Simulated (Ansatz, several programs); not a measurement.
PbS (rocksalt), relaxed with r2SCAN in Ansatz (plane waves, PAW): the symmetry is Fm-3m (No. 225, cubic); conventional cell a = 5.974 Å, 26.66 Å³ an atom. Pb is surrounded by 6 S at 2.99 Å; S is surrounded by 6 Pb at 2.99 Å. The cell was then scaled with its shape and fractional coordinates held. The values are computed, spin-unpolarised, and not measurements.

```tsv
V (Å³/atom)	E (meV/atom)
25.057	19.14
26.657	0.00
27.456	4.19
28.256	15.78
```

Task: Pass a cubic E = c₀ + c₁u + c₂u² + c₃u³, with u = V − 26.857 Å³, through these points.

Result: c₀ = 0.28, c₁ = +2.747, c₂ = 6.563, c₃ = -0.4350 (meV and Å³).

Task: Where is the minimum, and what bulk modulus follows?

Result: dE/du = 0 at u = -0.205, so V₀ = 26.65 Å³. B = V₀ d²E/dV² = 26.65 × (2c₂ + 6c₃u) = 26.65 × 13.661 = 364 meV/Å³, and 1 meV/Å³ is 0.16022 GPa: 58 GPa. A third-order Birch-Murnaghan fit to all five points gives 26.65 Å³ and 58 GPa.

Task: Predict the energy and the pressure at the withheld volume, 25.857 Å³.

Result: With u = -1.000: E ≈ 4.53 meV and P = −dE/dV ≈ +1.87 GPa. The run gives 4.48 meV and, from its stress, +1.86 GPa.
